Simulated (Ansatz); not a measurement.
# CH9FOSi2: the cost of one run

Program: Ansatz 0.2.0. Level of theory: RKS B3LYP/def2-SVP. These are calculated values, not measurements.

1 further run of the same task is left out (it didn't finish).

## (1) Starting point

Bond lengths: Si1–C2 2.175 Å, Si1–O3 1.637 Å, O3–Si4 1.615 Å, Si1–H5 1.448 Å, Si1–H6 1.447 Å, Si1–F8 2.004 Å, C2–H9 1.084 Å, C2–H10 1.083 Å, C2–H11 1.097 Å, Si4–H12 1.464 Å, Si4–H13 1.460 Å, Si4–H14 1.465 Å. Angles (14 of 23 angles, heavy atoms first): C2–Si1–O3 95.1°, C2–Si1–F8 75.3°, O3–Si1–F8 170.3°, Si1–O3–Si4 165.2°, Si1–C2–H9 98.3°, Si1–C2–H10 98.3°, Si1–C2–H11 137.2°, C2–Si1–H5 110.9°, C2–Si1–H6 111.3°, O3–Si1–H5 101.3°, O3–Si1–H6 99.6°, H5–Si1–F8 83.3°, H6–Si1–F8 83.5°, O3–Si4–H12 108.1°.

Structure file:

```xyz
14

Si    0.2086    1.0435    0.5279
C     0.7795   -0.9800    1.0833
O    -0.7066    0.5892   -0.7512
Si   -1.3077   -0.1422   -2.0592
H     1.3013    1.7265   -0.1326
H    -0.8300    1.5531    1.3976
H     1.2224    0.1159    1.8227
F     1.3606    1.2667    2.1524
H    -0.2138   -1.4029    1.1781
H     1.2059   -1.2877    0.1360
H     1.3882   -1.4613    1.8593
H    -0.2915   -0.0971   -3.1127
H    -2.5117    0.6045   -2.4118
H    -1.6053   -1.5281   -1.6897
```

## (2) Pulling towards end A

Springs on the bonds that form and break draw the guess towards this end; the thresholds are loose.

Input file input.yaml:

```yaml
crystal:
  periodic: [false, false, false]
  atoms:
    - { symbol: Si, position_ang: [0.2086, 1.0435, 0.5279] }
    - { symbol: C, position_ang: [0.7795, -0.98, 1.0833] }
    - { symbol: O, position_ang: [-0.7066, 0.5892, -0.7512] }
    - { symbol: Si, position_ang: [-1.3077, -0.1422, -2.0592] }
    - { symbol: H, position_ang: [1.3013, 1.7265, -0.1326] }
    - { symbol: H, position_ang: [-0.83, 1.5531, 1.3976] }
    - { symbol: H, position_ang: [1.2224, 0.1159, 1.8227] }
    - { symbol: F, position_ang: [1.3606, 1.2667, 2.1524] }
    - { symbol: H, position_ang: [-0.2138, -1.4029, 1.1781] }
    - { symbol: H, position_ang: [1.2059, -1.2877, 0.136] }
    - { symbol: H, position_ang: [1.3882, -1.4613, 1.8593] }
    - { symbol: H, position_ang: [-0.2915, -0.0971, -3.1127] }
    - { symbol: H, position_ang: [-2.5117, 0.6045, -2.4118] }
    - { symbol: H, position_ang: [-1.6053, -1.5281, -1.6897] }
basis:
  gaussian: { orbitals: def2-SVP }
hamiltonian:
  xc: b3lyp
relax:
  f_tol: 0.15
  max_steps: 25
  restrain:
    - { distance: [0, 7], at: 2.98, k: 30.0 }
    - { distance: [6, 1], at: 2.37, k: 30.0 }
    - { distance: [0, 1], at: 1.87, k: 30.0 }
    - { distance: [6, 7], at: 0.88, k: 30.0 }
output:
  orbitals: {}
```

On the command line:

```sh
ansatz run input.yaml --threads 4 --pin off --max-ram 5120MiB --backend cpu --events-out ev --progress --plain --runs-dir out
```

What time and memory should one allow on 4 threads of Arm Neoverse N1, shared host?

About 60 s, with a peak of 0.3 GiB.
